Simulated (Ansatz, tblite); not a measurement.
**C11H24: one state, many levels**

How do method and basis change the picture of C11H24 (singlet)?

Method: as each input shows; program: Ansatz 0.2.0, Gaussian basis.

The runs, in order: GFN1-xTB, GFN2-xTB, PBE-D4/def2-TZVP, r2SCAN-D4/def2-TZVP, r2SCAN0-D4/def2-TZVP, LDA/def2-TZVP, PBE-D4/def2-SVP, PBE0-D4/def2-SVP, MP2/def2-SVP.

4 further runs of the same task are left out: 4 that didn't finish. Runs told in other sessions of the task aren't counted.

## Step 1: The relaxed structure

The singlet was relaxed beforehand with PBE-D4/def2-SVP.

35 atoms, charge 0, spin multiplicity 1.

Bond lengths: C1–C2 1.530 Å, C1–H12 1.109 Å, C1–H13 1.111 Å, C1–H14 1.109 Å, C2–C3 1.542 Å, C2–H15 1.112 Å, C2–H16 1.114 Å, C3–C4 1.534 Å, C3–C5 1.541 Å, C3–H17 1.115 Å, C4–H18 1.111 Å, C4–H19 1.109 Å, C4–H20 1.109 Å, C5–C6 1.542 Å, C5–H21 1.113 Å, C5–H22 1.115 Å, C6–C7 1.534 Å, C6–C8 1.540 Å and more. Angles: C2–C1–H12 111.2°, C2–C1–H13 111.2°, C2–C1–H14 112.3°, H12–C1–H13 107.4°, H12–C1–H14 107.1°, H13–C1–H14 107.3°, C1–C2–C3 115.5°, C1–C2–H15 108.9°, C1–C2–H16 109.7°, C3–C2–H15 108.1°, C3–C2–H16 108.6°, H15–C2–H16 105.5°, C2–C3–C4 110.2°, C2–C3–C5 111.4°, C2–C3–H17 106.8°, C4–C3–C5 112.1°, C4–C3–H17 107.9°, C5–C3–H17 108.3° and more.

PBE0-D4/def2-TZVP was run before; its log isn't repeated, and its numbers join the tables.

## Step 2: GFN1-xTB

Tight binding, by tblite at 300 K electronic temperature and without a spin-polarisation term:

```python
tblite.interface.Calculator('GFN1-xTB', numbers, positions, charge=0, uhf=0).singlepoint()
```

Energy -986.3836 eV, HOMO -12.30 eV, LUMO -3.84 eV; 0.019 s.

## Step 3: GFN2-xTB

Tight binding, by tblite at 300 K electronic temperature and without a spin-polarisation term:

```python
tblite.interface.Calculator('GFN2-xTB', numbers, positions, charge=0, uhf=0).singlepoint()
```

Energy -974.4106 eV, HOMO -11.03 eV, LUMO 0.96 eV; 0.012 s.

## Step 4: PBE-D4/def2-TZVP

start.molden holds the orbitals of an earlier run on this state, given as this run's starting guess.

in.yaml reads:

```yaml
crystal:
  periodic: [false, false, false]
  atoms:
    - {symbol: C, position_ang: [-3.743745, 1.340340, 0.377737]}
    - {symbol: C, position_ang: [-3.298994, 0.305041, -0.657002]}
    - {symbol: C, position_ang: [-1.777430, 0.069962, -0.750084]}
    - {symbol: C, position_ang: [-1.455408, -0.857385, -1.928582]}
    - {symbol: C, position_ang: [-1.208372, -0.463658, 0.578742]}
    - {symbol: C, position_ang: [0.300635, -0.775713, 0.631528]}
    - {symbol: C, position_ang: [0.658572, -1.363836, 2.002489]}
    - {symbol: C, position_ang: [1.147326, 0.465516, 0.294844]}
    - {symbol: C, position_ang: [2.678174, 0.290561, 0.294440]}
    - {symbol: C, position_ang: [3.140910, -0.790916, -0.690136]}
    - {symbol: C, position_ang: [3.362820, 1.629924, -0.006242]}
    - {symbol: H, position_ang: [-4.836765, 1.518605, 0.321849]}
    - {symbol: H, position_ang: [-3.238843, 2.315967, 0.213475]}
    - {symbol: H, position_ang: [-3.518376, 1.022563, 1.415847]}
    - {symbol: H, position_ang: [-3.662045, 0.618453, -1.660566]}
    - {symbol: H, position_ang: [-3.797738, -0.669839, -0.450678]}
    - {symbol: H, position_ang: [-1.310832, 1.061352, -0.956941]}
    - {symbol: H, position_ang: [-1.856129, -1.878645, -1.750487]}
    - {symbol: H, position_ang: [-1.909648, -0.481305, -2.868339]}
    - {symbol: H, position_ang: [-0.365047, -0.953748, -2.103715]}
    - {symbol: H, position_ang: [-1.434723, 0.263169, 1.390326]}
    - {symbol: H, position_ang: [-1.766344, -1.391788, 0.843434]}
    - {symbol: H, position_ang: [0.510818, -1.557178, -0.132665]}
    - {symbol: H, position_ang: [0.520237, -0.608704, 2.806168]}
    - {symbol: H, position_ang: [0.009595, -2.230117, 2.246002]}
    - {symbol: H, position_ang: [1.709096, -1.713947, 2.052163]}
    - {symbol: H, position_ang: [0.881043, 1.274671, 1.013816]}
    - {symbol: H, position_ang: [0.851858, 0.849605, -0.707381]}
    - {symbol: H, position_ang: [2.992542, -0.021006, 1.316447]}
    - {symbol: H, position_ang: [4.247124, -0.874338, -0.703582]}
    - {symbol: H, position_ang: [2.812466, -0.549726, -1.724479]}
    - {symbol: H, position_ang: [2.736589, -1.792073, -0.438379]}
    - {symbol: H, position_ang: [3.097242, 1.990728, -1.023367]}
    - {symbol: H, position_ang: [3.055473, 2.414990, 0.715106]}
    - {symbol: H, position_ang: [4.467940, 1.542475, 0.038208]}
basis:
  gaussian: {orbitals: def2-TZVP, initial_orbitals: start.molden}
hamiltonian: {xc: pbe, dispersion: d4}
scf: {omitted_lower_state_checks: [starts]}
output: {forces: true, orbitals: {seedname: orbitals}}
```

The run is started by

```
> ansatz run in.yaml --threads 4 --pin off --events-out ev --progress --plain --max-ram 6963MiB
```

Further steps of the session: r2SCAN-D4/def2-TZVP; r2SCAN0-D4/def2-TZVP; LDA/def2-TZVP; PBE-D4/def2-SVP; PBE0-D4/def2-SVP; MP2/def2-SVP.

**Question.** What will the summary of the whole plan be? Wanted: gap in def2-TZVP, named functionals, smallest and largest; correlation energy, MP2/def2-SVP; binding an atom, functionals in def2-TZVP; PBE0 total energy, smallest basis above largest.

The runs gave:

| quantity | value |
| --- | --- |
| gap in def2-TZVP, named functionals, smallest and largest | 7.08 eV (LDA), 9.86 eV (r2SCAN0-D4) |
| correlation energy, MP2/def2-SVP | -43.78 eV |
| binding an atom, functionals in def2-TZVP | 4.14 (r2SCAN0-D4) to 4.71 eV (LDA) |
| PBE0 total energy, smallest basis above largest | 12.21 eV (def2-SVP, def2-TZVP) |

What this shows: Orbital gaps of the named functionals in def2-TZVP span 7.08 eV (LDA) to 9.86 eV (r2SCAN0-D4); exact exchange widens it.
